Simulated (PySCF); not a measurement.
# From one method to the next for In2 (triplet)

What do other methods print for In2 (triplet)?

Program: PySCF 2.14.0. Level of theory: method and basis as typed in the scripts. These are calculated values, not measurements.

12 further runs of the same task are left out: 12 that didn't finish.

**1. The system as given**

In2 (triplet): 2 atoms, charge 0, spin multiplicity 3.

Bond lengths: In1–In2 2.780 Å.

**2. The run that the others are compared with**

input.py

```python
from pyscf import gto, dft

mol = gto.M(
    atom='In 0 0 0; In 0 0 2.78',
    basis='sbkjc',
    ecp={'In': 'sbkjc'},
    charge=0,
    spin=2,
    symmetry=True,
    verbose=3,
)
mf = dft.ROKS(mol, xc='pbesol')
mf.kernel()
mf.dip_moment()
print('orbital energies (hartree):', mf.mo_energy[..., max(0, mol.nelec[1]-3):mol.nelec[0]+3].round(4))
```

Launch:

```
OMP_NUM_THREADS=1 python input.py
```

**3. Bp86**

Run 1 changes functional: pbesol → bp86.

input.py, as its differences from that of step 2:

```diff
@@ -11,3 +11,3 @@
 )
-mf = dft.ROKS(mol, xc='pbesol')
+mf = dft.ROKS(mol, xc='bp86')
 mf.kernel()
```

**4. UKS**

Run 2 changes SCF type: ROKS → UKS.

input.py

```python
from pyscf import gto, dft

mol = gto.M(
    atom='In 0 0 0; In 0 0 2.78',
    basis='sbkjc',
    ecp={'In': 'sbkjc'},
    charge=0,
    spin=2,
    symmetry=True,
    verbose=3,
)
mf = dft.UKS(mol, xc='pbesol')
mf.kernel()
mf.dip_moment()
print('orbital energies (hartree):', [e[max(0, n-3):n+3].round(4) for e, n in zip(mf.mo_energy, mol.nelec)])
```

**5. Hcth407**

Run 3 changes functional: pbesol → hcth407.

input.py, as its differences from that of step 2:

```diff
@@ -11,3 +11,3 @@
 )
-mf = dft.ROKS(mol, xc='pbesol')
+mf = dft.ROKS(mol, xc='hcth407')
 mf.kernel()
```

**6. Tpss**

Run 4 changes functional: pbesol → tpss.

input.py, as its differences from that of step 2:

```diff
@@ -11,3 +11,3 @@
 )
-mf = dft.ROKS(mol, xc='pbesol')
+mf = dft.ROKS(mol, xc='tpss')
 mf.kernel()
```

**7. Gradient**

Run 5 changes step after the SCF: none → gradient.

input.py, as its differences from that of step 2:

```diff
@@ -13,2 +13,5 @@
 mf.kernel()
+g = mf.nuc_grad_method()
+g.grid_response = True
+g.kernel()
 mf.dip_moment()
```

Q: Predict the outcome of this session. Wanted: for each run, E(SCF); from base.

The runs gave:

```tsv
run	E(SCF) (hartree)	from base (eV)
base	-377.851882	0
bp86	-378.483916	not comparable
UKS	-377.852563	-0.0185
hcth407	-379.394066	not comparable
tpss	-378.100564	not comparable
gradient	-377.851882	0.0000
```

In words: Total energies of different functionals can't be compared with each other; differences within one functional can.
